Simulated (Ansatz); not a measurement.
# CuSn3 (I4/mmm) in Ansatz: a series of runs

Aim: see how the results for CuSn3 move with the level of theory and the settings. Levels: PBEsol, LDA. Tasks: band structure, single point, equation of state.

Everything below comes from runs of Ansatz 0.2.0. Logs are shortened: lines on timing, memory, paths and dates and some standing lists are left out, and cuts for length are marked.

**1. Starting point**

The structure is tetragonal, space group I4/mmm (No. 139). Conventional cell: a = 4.480 Å, b = 4.480 Å, c = 9.741 Å, α = 90.00°, β = 90.00°, γ = 90.00°. Around Sn (site symmetry 4/mmm) lie 4 Cu at 3.17 Å and 8 Sn at 3.31 Å. Sn (site symmetry -4m2) is surrounded by 8 Sn at 3.17 to 3.31 Å and 4 Cu at 3.31 Å. Cu (site symmetry 4/mmm) has 12 Sn at 3.17 to 3.31 Å as nearest neighbours.

The cell comes from a database or a generator and needn't be the stable form of this composition.

**2. Band structure, PBEsol, 23.46 Å³/atom**

File input.yaml:

```yaml
crystal:
  lattice:
    - [-2.239903, 2.239903, 4.67587584]
    - [2.239903, -2.239903, 4.67587584]
    - [2.239903, 2.239903, -4.67587584]
  atoms:
    - { symbol: Sn, position: [0.5, 0.5, 0.0] }
    - { symbol: Sn, position: [0.25, 0.75, 0.5] }
    - { symbol: Sn, position: [0.75, 0.25, 0.5] }
    - { symbol: Cu, position: [0.0, 0.0, 0.0] }
hamiltonian:
  xc: pbesol
  pseudopotentials: { kind: paw }
kpoints:
  mp_grid: { grid: [7, 7, 7] }
  band_path:
    path:
      - [[0.0, 0.0, 0.0], [0.0, 0.0, 0.5], [-0.1147367346, 0.1147367346, 0.5], [-0.3073683673, 0.3073683673, 0.3073683673], [0.0, 0.0, 0.0], [0.5, 0.5, -0.5], [0.3073683673, 0.6926316327, -0.3073683673], [0.0, 0.5, 0.0], [0.25, 0.25, 0.25], [0.5, 0.5, -0.1147367346], [0.5, 0.5, -0.5]]
      - [[0.0, 0.0, 0.5], [0.25, 0.25, 0.25]]
    npoints: 14
scf:
  occupations: { method: fermi_dirac, width: 0.05 }
  n_extra_bands: 10
output:
  forces: true
  stress: true
  eigenvalues: true
  fatbands: true
```

Potentials or basis: Ansatz PAW.

Started as:

```console
ansatz run input.yaml --threads 2 --pin off --max-ram 5632MiB --backend cpu --events-out ev --progress --plain --runs-dir out
```

The log of the run:

```text
Warning: RAYON_NUM_THREADS=2 ignored (pool sized by the plan → 2); use --threads N
scf.n_extra_bands = 10 over 31 filled bands (N_el = 61.0): the run solves 41 bands
Engine: ansatz 0.2.0, x86_64-unknown-linux-gnu
Pseudopotentials: kind: paw
Pseudopotential: Sn, paw, valence charge 14, recommended cutoff 420 eV (normal), Sn.paw.azcp
Pseudopotential: Cu, paw, valence charge 19, recommended cutoff 420 eV (normal), Cu.paw.azcp
Functional definition: PBEsol
  exchange = pbesol_x
  correlation = pbesol_c
Crystal: 4 atoms, lattice volume = 93.839 Å³
Basis set: ecut = 420 eV, 1863 PW (Γ), exchange–correlation on 80×80×80 points (8 copies of the dense FFT grid, shifted against one another)
Bands: 41, of which v1, the nominal top of the filled ones, is band 31 counted from 1 (30 counted from 0)
Symmetry: 16 space group operations
Space group: I4/mmm (ITA 139), of the structure as read, at distance tolerance 4.5e-5 Å
k-points: 40 of 343
Non-local potential: Sn, projectors of the file, l = 0: 2, l = 1: 2, l = 2: 2, l = 3: 2
Non-local potential: Cu, projectors of the file, l = 0: 3, l = 1: 2, l = 2: 3, l = 3: 1
PAW form: soft (Blöchl's): semilocal exchange-correlation on the pseudo side does not see the compensation charge
PAW frozen core: Sn, regenerated for the run's functional, and the local potential with it (the file was generated under x = pbe(κ = 0.804, μ = 0.2195149727645171), c = pbe(β = 0.06672455060314922))
PAW frozen core: Cu, regenerated for the run's functional, and the local potential with it (the file was generated under x = pbe(κ = 0.804, μ = 0.2195149727645171), c = pbe(β = 0.06672455060314922))
PAW one-centre angular grid: Sn, 590 points (default); XC on 64 Gauss nodes
PAW one-centre angular grid: Cu, 590 points (default); XC on 64 Gauss nodes
Initial density: superposition of atomic densities (neutral atoms: chi_scale 0, normalization atom), corrected by the library's trained network
Initial wavefunctions: pseudopotential atomic-orbital guess
Functional: x = pbesol(κ = 0.804, μ = 0.12345679012345678), c = pbesol(β = 0.046)
SCF iter   1: F=—  HF=-24437.169058 eV  |F-HF|=—  |Δ(HF+E_count)|=         —  Δρ=6.00e-3  dr2=1.85e-2  ethr=1.77e-3  ⟨swp⟩=7.5  Hψ=7369  notcnv=0  defer=22
preconditioner: auto → Kerker (q_TF=auto, 2.539 Å⁻¹)  [metal: Δε(μ)=0.026 eV  Ē_g=18.582 eV  σ=0.050 eV  W_gap=0.13  n_scr=30 (ndim 8)  ℏωp=27.9 eV  f_vac=0.000  D(μ)=2.66/eV (n_scr^D=14)]
SCF iter   2: F=—  HF=-24437.164375 eV  |F-HF|=—  |Δ(HF+E_count)|=   4.68e-3  Δρ=1.59e-3  dr2=3.03e-3  ethr=3.04e-5  ⟨swp⟩=2.5  Hψ=3035  notcnv=0  defer=85
SCF iter   3: F=—  HF=-24437.163738 eV  |F-HF|=—  |Δ(HF+E_count)|=   6.37e-4  Δρ=8.53e-4  dr2=1.09e-3  ethr=4.97e-6  ⟨swp⟩=1.0  Hψ=1532  notcnv=0  defer=85
SCF iter   4: F=—  HF=-24437.163421 eV  |F-HF|=—  |Δ(HF+E_count)|=   3.17e-4  Δρ=2.59e-4  dr2=1.43e-4  ethr=1.78e-6  ⟨swp⟩=2.2  Hψ=1879  notcnv=0  defer=85
SCF iter   5: F=—  HF=-24437.163391 eV  |F-HF|=—  |Δ(HF+E_count)|=   2.97e-5  Δρ=9.78e-5  dr2=1.62e-5  ethr=2.35e-7  ⟨swp⟩=1.8  Hψ=1675  notcnv=0  defer=85
SCF iter   6: F=—  HF=-24437.163392 eV  |F-HF|=—  |Δ(HF+E_count)|=   4.85e-7  Δρ=1.25e-5  dr2=1.43e-7  ethr=2.66e-8  ⟨swp⟩=2.0  Hψ=1926  notcnv=0  defer=85
SCF iter   7: F=-24437.163392 eV  HF=-24437.163392 eV  |F-HF|=5.46e-8  |Δ(HF+E_count)|=   5.71e-8  Δρ=9.28e-6  dr2=8.84e-8  ethr=1.64e-10  ⟨swp⟩=10.3  Hψ=8325  notcnv=0
SCF 1 converged in 7 iterations: F = -24437.163392 eV  dr2 = 8.84e-8
NSCF: frozen V_eff on 156 k-points
SCF converged after 7 iterations
Free energy (F): -24437.163392 eV
Harris-Foulkes:  -24437.163392 eV  (|F-HF|=5.46e-8)
Internal energy: -24437.141345 eV  (E = F + TS)
E sigma→0 (E₀):  -24437.152368 eV
Entropy (-TS):   -0.022047 eV (-5.512 meV/atom)
Fermi energy:    11.511138 eV
--- Per-component energies (eV) ---
  E_band       = -670.754343
  E_kinetic    = 859.704006
  E_local      = -7545.842747  (includes V_loc(G=0)·N_el)
  E_nonlocal   = 307.522419
  E_hartree    = 3816.688387
  E_xc         = -1226.276602
  E_vxc        = -404.919554  (∫ρ·V_xc dr)
  E_paw        = -13824.894706  (= ΣΔE_a)
  E_vpaw       = -1520.609314  (= ΣTr[D̂ρ^β])
  E_aug_tail   = 0.000270  (compensation charges beyond the density's cutoff)
  E_ewald      = -6825.103095
  E_core_change = 1.060721  (= ΣΔE_core)
  E_smearing   = -0.022047  (= −TS)
  E_closure    = 0.000000  (closes the sum)
  Σ components = -24437.163392   (vs F -24437.163392, Δ=0.00e0)
--- Forces (eV/Å), atoms counted from 1 ---
  atom   1  Sn     0.00000000     0.00000000     0.00000000
  atom   2  Sn    -0.00000000    -0.00000000     0.00000000
  atom   3  Sn     0.00000000    -0.00000000    -0.00000000
  atom   4  Cu     0.00000000     0.00000000    -0.00000000
  max |Σ_I F_I| component: 5.55e-17 eV/Å
--- Stress (GPa, compression-positive) ---
       -1.481436       0.000000       0.000000
        0.000000      -1.481436      -0.000000
        0.000000      -0.000000      -2.582059
  P = ⅓ Tr σ = -1.8483 GPa (-18.483 kbar)
--- Band table (eV; the first three rows and the last of 40) ---
  k-point 0: bands = ["-100.4710", "-58.0183", "-58.0133", "-58.0133", "-10.2019", "-10.0912", "-10.0871", "-10.0450", "-10.0450", "-10.0310", "-10.0310", "-9.9599", "-9.9416", "-9.9192", "-9.9178", "-9.8859", "-9.8656", "-9.8656", "-9.8049", "0.2447", "6.6443", "7.7411", "7.8966", "8.4811", "8.4811", "8.6642", "9.0050", "9.3874", "10.4040", "10.4040", "11.1142", "11.1142", "11.8368", "12.6697", "12.6716", "15.5545", "15.5545", "19.0460", "19.2935", "21.6479", "21.9868"]
  k-point 1: bands = ["-100.4710", "-58.0182", "-58.0133", "-58.0133", "-10.1710", "-10.0814", "-10.0737", "-10.0395", "-10.0393", "-10.0334", "-10.0248", "-9.9510", "-9.9373", "-9.9353", "-9.9173", "-9.8954", "-9.8820", "-9.8781", "-9.8315", "0.5548", "6.4219", "6.6053", "7.7256", "8.5154", "8.7750", "8.8113", "9.1126", "9.2342", "9.5941", "10.0893", "10.3660", "11.7903", "12.8553", "14.0037", "14.1802", "14.1993", "16.0349", "19.3338", "19.6350", "19.6679", "22.0144"]
  k-point 2: bands = ["-100.4709", "-58.0182", "-58.0133", "-58.0133", "-10.1291", "-10.0712", "-10.0651", "-10.0271", "-10.0150", "-10.0137", "-10.0097", "-9.9986", "-9.9547", "-9.9294", "-9.9166", "-9.9125", "-9.9077", "-9.8902", "-9.8450", "1.4778", "5.2431", "6.0422", "7.1959", "8.0211", "8.6064", "8.8698", "9.2103", "9.2499", "9.3297", "9.7839", "9.9277", "10.6407", "14.8294", "16.0546", "16.1355", "16.2304", "17.1791", "17.3563", "17.5591", "20.0713", "21.2940"]
  k-point 39: bands = ["-100.4709", "-58.0182", "-58.0133", "-58.0133", "-10.1784", "-10.1305", "-10.1266", "-10.1202", "-10.0539", "-10.0186", "-9.9567", "-9.9552", "-9.9216", "-9.9166", "-9.9154", "-9.8567", "-9.8531", "-9.8526", "-9.8256", "1.6643", "2.7981", "6.0283", "8.4186", "8.4295", "8.9600", "8.9716", "9.0068", "9.1164", "9.5218", "11.3748", "13.5805", "13.7762", "14.4347", "14.6111", "15.6374", "16.0795", "16.1972", "17.8694", "18.0279", "18.0777", "18.7823"]
```

Wall time 4.7 s (2 threads of AMD EPYC 9R45 (Zen 5), shared host); peak memory 0.57 GiB.

What came out:

```yaml
Free_energy: -24437.1634 eV
Pressure: -1.8 GPa
Band_gap_on_the_k_mesh: none (metal or under the smearing width)
```

Caveat: spin-orbit coupling is left out, which moves the levels of the heavy elements; the PAW data sets come from PBE, with cores solved anew for the run's functional, which leaves a small shift of forces and pressure.

**3. Band structure, PBEsol, 23.95 Å³/atom**

File input.yaml:

```yaml
crystal:
  lattice:
    - [-2.239903, 2.239903, 4.77328992]
    - [2.239903, -2.239903, 4.77328992]
    - [2.239903, 2.239903, -4.77328992]
  atoms:
    - { symbol: Sn, position: [0.5, 0.5, 0.0] }
    - { symbol: Sn, position: [0.25, 0.75, 0.5] }
    - { symbol: Sn, position: [0.75, 0.25, 0.5] }
    - { symbol: Cu, position: [0.0, 0.0, 0.0] }
hamiltonian:
  xc: pbesol
  pseudopotentials: { kind: paw }
kpoints:
  mp_grid: { grid: [7, 7, 7] }
  band_path:
    path:
      - [[0.0, 0.0, 0.0], [0.0, 0.0, 0.5], [-0.1101013897, 0.1101013897, 0.5], [-0.3050506948, 0.3050506948, 0.3050506948], [0.0, 0.0, 0.0], [0.5, 0.5, -0.5], [0.3050506948, 0.6949493052, -0.3050506948], [0.0, 0.5, 0.0], [0.25, 0.25, 0.25], [0.5, 0.5, -0.1101013897], [0.5, 0.5, -0.5]]
      - [[0.0, 0.0, 0.5], [0.25, 0.25, 0.25]]
    npoints: 14
scf:
  occupations: { method: fermi_dirac, width: 0.05 }
  n_extra_bands: 10
output:
  forces: true
  stress: true
  eigenvalues: true
  fatbands: false
```

Potentials or basis: Ansatz PAW.

Started as:

```console
ansatz run input.yaml --threads 2 --pin off --max-ram 5632MiB --backend cpu --events-out ev --progress --plain --runs-dir out
```

Run time: 3.7 s. Hardware: 2 threads of AMD EPYC 9R45 (Zen 5), shared host; peak memory 0.57 GiB.

Results (log left out):

| Item | Value |
| --- | --- |
| Free energy | -24437.1272 eV |
| Pressure | -2.9 GPa |
| Band gap on the k mesh | none (metal or under the smearing width) |

Caveat: spin-orbit coupling is left out, which moves the levels of the heavy elements; the PAW data sets come from PBE, with cores solved anew for the run's functional, which leaves a small shift of forces and pressure.

**4. Single point, LDA, 22.97 Å³/atom (volume scaled by 0.94)**

File input.yaml:

```yaml
crystal:
  lattice:
    - [-2.1941778637, 2.1941778637, 4.7712739781]
    - [2.1941778637, -2.1941778637, 4.7712739781]
    - [2.1941778637, 2.1941778637, -4.7712739781]
  atoms:
    - { symbol: Sn, position: [0.5, 0.5, 0.0] }
    - { symbol: Sn, position: [0.25, 0.75, 0.5] }
    - { symbol: Sn, position: [0.75, 0.25, 0.5] }
    - { symbol: Cu, position: [0.0, 0.0, 0.0] }
hamiltonian:
  xc: lda
  pseudopotentials: { kind: paw }
kpoints:
  mp_grid: { grid: [8, 8, 8] }
scf:
  occupations: { method: fermi_dirac, width: 0.05 }
output:
  forces: true
  stress: true
  eigenvalues: true
  write_density: true
  write_potential: true
  elf: true
  volumetric_format: npy
```

Started as:

```console
ansatz run input.yaml --threads 2 --pin off --max-ram 5632MiB --backend cpu --events-out ev --progress --plain --runs-dir out
```

It took 7.2 s on 2 threads of Intel Xeon Platinum 8259CL at 2.50GHz (Skylake/Cascade Lake), shared host; peak memory 0.53 GiB.

It converged, with:

| Property | Result |
| --- | --- |
| Free energy | -24193.2368 eV |
| Pressure | -2.8 GPa |
| Band gap on the k mesh | none (metal or under the smearing width) |

Caveat: the PAW data sets come from PBE, with cores solved anew for the run's functional, which leaves a small shift of forces and pressure.

**5. Single point, LDA, 23.46 Å³/atom (volume scaled by 0.96)**

input.yaml, as its differences from that of step 4:

```diff
@@ -2,5 +2,5 @@
   lattice:
-    - [-2.1941778637, 2.1941778637, 4.7712739781]
-    - [2.1941778637, -2.1941778637, 4.7712739781]
-    - [2.1941778637, 2.1941778637, -4.7712739781]
+    - [-2.2096303296, 2.2096303296, 4.8048756061]
+    - [2.2096303296, -2.2096303296, 4.8048756061]
+    - [2.2096303296, 2.2096303296, -4.8048756061]
   atoms:
@@ -21,5 +21 @@
   eigenvalues: true
-  write_density: true
-  write_potential: true
-  elf: true
-  volumetric_format: npy
```

Started as:

```console
ansatz run input.yaml --threads 2 --pin off --max-ram 5632MiB --backend cpu --events-out ev --progress --plain --runs-dir out
```

It took 5.5 s on 2 threads of Intel Xeon Platinum 8259CL at 2.50GHz (Skylake/Cascade Lake), shared host; peak memory 0.53 GiB.

The run converged. Its results:

* Free energy: -24193.1960 eV
* Pressure: -3.9 GPa
* Band gap on the k mesh: none (metal or under the smearing width)

Caveat: the PAW data sets come from PBE, with cores solved anew for the run's functional, which leaves a small shift of forces and pressure.

**6. Single point, LDA, 23.95 Å³/atom (volume scaled by 0.98)**

input.yaml, as its differences from that of step 5:

```diff
@@ -2,5 +2,5 @@
   lattice:
-    - [-2.2096303296, 2.2096303296, 4.8048756061]
-    - [2.2096303296, -2.2096303296, 4.8048756061]
-    - [2.2096303296, 2.2096303296, -4.8048756061]
+    - [-2.224869641, 2.224869641, 4.8380137264]
+    - [2.224869641, -2.224869641, 4.8380137264]
+    - [2.224869641, 2.224869641, -4.8380137264]
   atoms:
```

Potentials or basis: Ansatz PAW.

Started as:

```console
ansatz run input.yaml --threads 2 --pin off --max-ram 5632MiB --backend cpu --events-out ev --progress --plain --runs-dir out
```

Wall time 5.7 s (2 threads of Intel Xeon Platinum 8259CL at 2.50GHz (Skylake/Cascade Lake), shared host); peak memory 0.53 GiB.

It converged, with:

* Free energy: -24193.1426 eV
* Pressure: -4.8 GPa
* Band gap on the k mesh: none (metal or under the smearing width)

Caveat: the PAW data sets come from PBE, with cores solved anew for the run's functional, which leaves a small shift of forces and pressure.

**7. Single point, LDA, 24.44 Å³/atom**

input.yaml, as its differences from that of step 6:

```diff
@@ -2,5 +2,5 @@
   lattice:
-    - [-2.224869641, 2.224869641, 4.8380137264]
-    - [2.224869641, -2.224869641, 4.8380137264]
-    - [2.224869641, 2.224869641, -4.8380137264]
+    - [-2.239903, 2.239903, 4.870704]
+    - [2.239903, -2.239903, 4.870704]
+    - [2.239903, 2.239903, -4.870704]
   atoms:
@@ -21 +21,5 @@
   eigenvalues: true
+  write_density: true
+  write_potential: true
+  elf: true
+  volumetric_format: npy
```

Started as:

```console
ansatz run input.yaml --threads 2 --pin off --max-ram 5632MiB --backend cpu --events-out ev --progress --plain --runs-dir out
```

Wall time 7.8 s (2 threads of Intel Xeon Platinum 8259CL at 2.50GHz (Skylake/Cascade Lake), shared host); peak memory 0.51 GiB.

It converged, with:

| Item | Value |
| --- | --- |
| Free energy | -24193.0782 eV |
| Pressure | -5.7 GPa |
| Band gap on the k mesh | none (metal or under the smearing width) |

Caveat: the PAW data sets come from PBE, with cores solved anew for the run's functional, which leaves a small shift of forces and pressure.

**8. Single point, LDA, 24.93 Å³/atom (volume scaled by 1.02)**

input.yaml, as its differences from that of step 7:

```diff
@@ -2,5 +2,5 @@
   lattice:
-    - [-2.239903, 2.239903, 4.870704]
-    - [2.239903, -2.239903, 4.870704]
-    - [2.239903, 2.239903, -4.870704]
+    - [-2.254737227, 2.254737227, 4.9029612579]
+    - [2.254737227, -2.254737227, 4.9029612579]
+    - [2.254737227, 2.254737227, -4.9029612579]
   atoms:
@@ -21,5 +21 @@
   eigenvalues: true
-  write_density: true
-  write_potential: true
-  elf: true
-  volumetric_format: npy
```

Started as:

```console
ansatz run input.yaml --threads 2 --pin off --max-ram 5632MiB --backend cpu --events-out ev --progress --plain --runs-dir out
```

Wall time 6 s (2 threads of Intel Xeon Platinum 8259CL at 2.50GHz (Skylake/Cascade Lake), shared host); peak memory 0.51 GiB.

Results (log left out):

| Property | Result |
| --- | --- |
| Free energy | -24193.0040 eV |
| Pressure | -6.4 GPa |
| Band gap on the k mesh | none (metal or under the smearing width) |

Caveat: the PAW data sets come from PBE, with cores solved anew for the run's functional, which leaves a small shift of forces and pressure.

**9. Single point, LDA, 25.41 Å³/atom (volume scaled by 1.04)**

input.yaml, as its differences from that of step 8:

```diff
@@ -2,5 +2,5 @@
   lattice:
-    - [-2.254737227, 2.254737227, 4.9029612579]
-    - [2.254737227, -2.254737227, 4.9029612579]
-    - [2.254737227, 2.254737227, -4.9029612579]
+    - [-2.2693787881, 2.2693787881, 4.9347995608]
+    - [2.2693787881, -2.2693787881, 4.9347995608]
+    - [2.2693787881, 2.2693787881, -4.9347995608]
   atoms:
@@ -21 +21,5 @@
   eigenvalues: true
+  write_density: true
+  write_potential: true
+  elf: true
+  volumetric_format: npy
```

Potentials or basis: Ansatz PAW.

Started as:

```console
ansatz run input.yaml --threads 2 --pin off --max-ram 5632MiB --backend cpu --events-out ev --progress --plain --runs-dir out
```

Run time: 8.2 s. Hardware: 2 threads of Intel Xeon Platinum 8259CL at 2.50GHz (Skylake/Cascade Lake), shared host; peak memory 0.55 GiB.

Results (log left out):

* Free energy: -24192.9213 eV
* Pressure: -7.1 GPa
* Band gap on the k mesh: none (metal or under the smearing width)

Caveat: the PAW data sets come from PBE, with cores solved anew for the run's functional, which leaves a small shift of forces and pressure.

**10. Single point, LDA, 25.90 Å³/atom (volume scaled by 1.06)**

input.yaml, as its differences from that of step 9:

```diff
@@ -2,5 +2,5 @@
   lattice:
-    - [-2.2693787881, 2.2693787881, 4.9347995608]
-    - [2.2693787881, -2.2693787881, 4.9347995608]
-    - [2.2693787881, 2.2693787881, -4.9347995608]
+    - [-2.2838338198, 2.2838338198, 4.9662322526]
+    - [2.2838338198, -2.2838338198, 4.9662322526]
+    - [2.2838338198, 2.2838338198, -4.9662322526]
   atoms:
@@ -21,5 +21 @@
   eigenvalues: true
-  write_density: true
-  write_potential: true
-  elf: true
-  volumetric_format: npy
```

Started as:

```console
ansatz run input.yaml --threads 2 --pin off --max-ram 5632MiB --backend cpu --events-out ev --progress --plain --runs-dir out
```

It took 6.3 s on 2 threads of Intel Xeon Platinum 8259CL at 2.50GHz (Skylake/Cascade Lake), shared host; peak memory 0.54 GiB.

Results (log left out):

```yaml
Free_energy: -24192.8311 eV
Pressure: -7.7 GPa
Band_gap_on_the_k_mesh: none (metal or under the smearing width)
```

Caveat: the PAW data sets come from PBE, with cores solved anew for the run's functional, which leaves a small shift of forces and pressure.

**11. Equation of state, LDA**

Potentials or basis: Ansatz PAW.

No new run: the results of the series are fitted here.

Results:

```yaml
Equilibrium_volume: "21.95 Å³/atom (rough: see the caveat)"
Bulk_modulus_at_fixed_shape_and_positions: 68 GPa (rough)
```

Energy against volume, from the lowest point:
```
volume (Å³/atom)  energy (meV/atom)
          22.971               0.00
          23.460              10.20
          23.948              23.54
          24.437              39.64
          24.926              58.19
          25.415              78.86
          25.903             101.41
```

Caveat: the minimum lies outside the volumes run; the cell was scaled at fixed shape and fractional positions, which overstates the stiffness of a crystal with free parameters, most of all of layers and chains.
